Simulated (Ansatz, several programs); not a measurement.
A 5-atom cell of Mg3BiSb (P3m1) from a materials database, relaxed with PBE in Ansatz (plane waves, PAW): it is trigonal, P3m1 (No. 156); a = 4.654 Å, c = 7.350 Å in the conventional setting, 27.57 Å³ an atom. Around Mg lie 3 Sb at 3.13 Å and 3 Bi at 3.16 Å; around Mg lie 3 Sb at 2.88 Å and 1 Bi at 3.04 Å; around Mg lie 3 Bi at 2.92 Å and 1 Sb at 2.94 Å; around Sb lie 7 Mg at 2.88–3.13 Å; around Bi lie 7 Mg at 2.92–3.16 Å. The cell was then scaled with its shape and fractional coordinates held, which makes it stiffer than a relaxed compression. No spin polarisation and no zero-point or thermal motion.

```csv
V (Å³/atom),E (meV/atom)
25.915,14.10
26.742,3.33
27.569,0.00
29.224,11.42
```

Problem. Pass a cubic E = c₀ + c₁u + c₂u² + c₃u³, with u = V − 27.363 Å³, through these points.

Solution. c₀ = 0.19, c₁ = -1.918, c₂ = 4.855, c₃ = -0.3133 (meV and Å³).

Problem. Where is the minimum, and what bulk modulus follows?

Solution. dE/du = 0 at u = +0.201, so V₀ = 27.56 Å³. B = V₀ d²E/dV² = 27.56 × (2c₂ + 6c₃u) = 27.56 × 9.332 = 257 meV/Å³, and 1 meV/Å³ is 0.16022 GPa: 41 GPa. A third-order Birch-Murnaghan fit to all five points gives 27.57 Å³ and 41 GPa.

Problem. Predict the energy and the pressure at the withheld volume, 28.396 Å³.

Solution. With u = +1.033: E ≈ 3.04 meV and P = −dE/dV ≈ -1.14 GPa. The run gives 3.01 meV and, from its stress, -1.13 GPa.
